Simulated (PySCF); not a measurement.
# [Yb(CO)]2+: other functionals and bases at one geometry

One table from this session's results is given with a row withheld; the runs are named, their logs left out.

Computed with PySCF 2.14.0. Level: several levels, as the steps say, no spin–orbit coupling.

1 further run of the same task is left out (for a known fault of the program).

## Where the work starts

3 atoms, charge 2, spin multiplicity 1.

Bond lengths: Yb1–C2 2.747 Å, C2–O3 1.115 Å. Angles: Yb1–C2–O3 180.0°.

Geometry (Å):

```
Yb    0.0000    0.0000   -0.6100
C     0.0000    0.0000    2.1371
O     0.0000    0.0000    3.2518
```

Formal oxidation states: Yb +2. Each metal's 14 4f electrons lie in its core potential, so multiplicities, spins and levels count the valence alone. An earlier session relaxed this geometry at PBE0, Yb lcecp-0-SVP with ECP60, C def2-SVP, O def2-SVP (singlet, point group C∞v).

At PBE0 on the finer grid: E = -145.444603 Eh, frontier levels not given, since the 4f levels lie in the core, Mulliken charge on Yb1 +1.80 e, largest force component 0.002 eV/Å. 

Levels to run: CAM-B3LYP; TPSS; PBE0, TZVP. Hardware: 2 threads of Arm Neoverse V1, shared host.

Set-up of the first run:

Contents of run.py (the lines that set the calculation):

```python
mol = gto.M(atom='''
Yb     0.00000     0.00000    -0.61004
C      0.00000     0.00000     2.13711
O      0.00000     0.00000     3.25177''',
    basis={'Yb': 'lcecp-0-SVP', 'C': 'def2-SVP', 'O': 'def2-SVP'},
    ecp={'Yb': 'lcecp-0-SVP'},
    charge=2, spin=0)
mf = dft.RKS(mol, xc='CAMB3LYP')
mf.grids.atom_grid = (75, 302)  # f atoms: unpruned, at least (60, 302)
mf = mf.density_fit()  # fitting sets: Yb AutoAux, C def2-universal-JKFIT, O def2-universal-JKFIT
mf.conv_tol = 1e-08; mf.max_cycle = 55
mf.kernel(dm0)  # dm0: the density of the relaxed state
```

The run is started by

```sh
OMP_NUM_THREADS=2 python run.py
```

Steps of the session up to this table: CAM-B3LYP; TPSS; PBE0, TZVP.

One of the session's tables, all rows but one given; the rest of the session is left out.

| level | charge on Yb1 (e) | dipole (D) | largest force component (eV/Å) |
| --- | --- | --- | --- |
| PBE0 (relaxed here) | 1.80 | 1.77 | 0.00 |
| CAM-B3LYP | 1.79 | 1.79 | 0.28 |
| TPSS | 1.79 | 1.57 | 1.58 |
| PBE0, TZVP | ? | ? | ? |

Estimate the missing values for PBE0, TZVP.

The run gave: charge on Yb1 (e): 1.86; dipole (D): 1.69; largest force component (eV/Å): 0.67. In the column «charge on Yb1 (e)» it is the highest.

The dipole of a charged species depends on the origin, so these sizes hold for this origin alone.

The largest leftover force, 1.58 eV/Å with TPSS, stands at a geometry relaxed at another level. With 4f in the core, its levels are missing from HOMO and gap, and its count is fixed, so no charge can pass from the ligands into it. Total energies of different levels can't be compared.
